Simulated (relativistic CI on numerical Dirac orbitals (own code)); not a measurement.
# V⁴⁺: 2p photoemission with charge transfer

Aim: the 2p photoemission spectrum of V⁴⁺ in a cubic metal-ligand cluster, for 3 values of Delta.

The numbers are computed with relativistic CI on numerical Dirac orbitals (own code) version 3 (charge-transfer multiplet model of a cubic metal-ligand cluster with up to 2 ligand holes, Slater and spin-orbit integrals from Dirac-Coulomb-Breit ions, Slater integrals scaled by 0.7), except any that are marked as measured or tabulated.

### 1 Starting point

```
ion                  : V⁴⁺ (V V)
nuclear charge       : 23
electrons            : 19
d electrons          : 1
ligand holes at most : 2
parameters           : in eV; Veg, Vt2g hoppings, tenDq and tenDqL metal and ligand splittings (negative tenDq: tetrahedral), red the scaling of hopping with a core hole
temperature          : 300 K
widths               : Lorentz 0.6 eV, Gauss 0.8 eV
```

### 2 Delta = 0.9 eV

Settings of the run:

```ini
cluster ion=V4+ d1 ligand_holes=2 slater_scale=0.7
Delta=0.9 Udd=6.2 Upd=7 tenDq=0.85 tenDqL=1.3 Veg=3.45 Vt2g=-1.54 red=1
spectrum xps 2p T=300 lorentz=0.6 gauss=0.8
```

The run is started by

```bash
python run_levels.py task.json out
```

The settings of every run stand in task.json; they run in order.

### 3 Delta = 1.9 eV

Settings of the run:

```ini
cluster ion=V4+ d1 ligand_holes=2 slater_scale=0.7
Delta=1.9 Udd=6.2 Upd=7 tenDq=0.85 tenDqL=1.3 Veg=3.45 Vt2g=-1.54 red=1
spectrum xps 2p T=300 lorentz=0.6 gauss=0.8
```

### 4 Delta = 2.9 eV

Settings of the run:

```ini
cluster ion=V4+ d1 ligand_holes=2 slater_scale=0.7
Delta=2.9 Udd=6.2 Upd=7 tenDq=0.85 tenDqL=1.3 Veg=3.45 Vt2g=-1.54 red=1
spectrum xps 2p T=300 lorentz=0.6 gauss=0.8
```

(Steps that only read results are left out.)

**Question.** What will these runs give? Wanted: d count; ground spin.

The runs gave:

| run | d count | weight without ligand hole | ground S | up to four highest peaks (% of the highest), eV from the first main peak |
| --- | --- | --- | --- | --- |
| Delta = 0.9 eV | 1.88 | 0.29 | 0.50 | 0.0 (100), 3.4 (8), 7.3 (32), 15.6 (8) |
| Delta = 1.9 eV | 1.81 | 0.33 | 0.50 | 0.0 (100), 3.4 (8), 7.3 (33), 15.2 (9) |
| Delta = 2.9 eV | 1.75 | 0.37 | 0.50 | 0.0 (100), 3.4 (8), 7.3 (33), 14.8 (9) |

```
                           quantity         value
                            d count  1.75 to 1.88
ground spin (effective S from ⟨S²⟩)          0.50
```

What this shows: From Delta = 0.9 eV to Delta = 2.9 eV the ground-state d count goes from 1.88 to 1.75. In the first run the ligand-hole configurations outweigh d1 itself: the bond is strongly covalent. The space is cut at the given number of ligand holes while the last configuration still holds over a tenth of the ground state. The cluster parameters are drawn, not fitted to a compound.
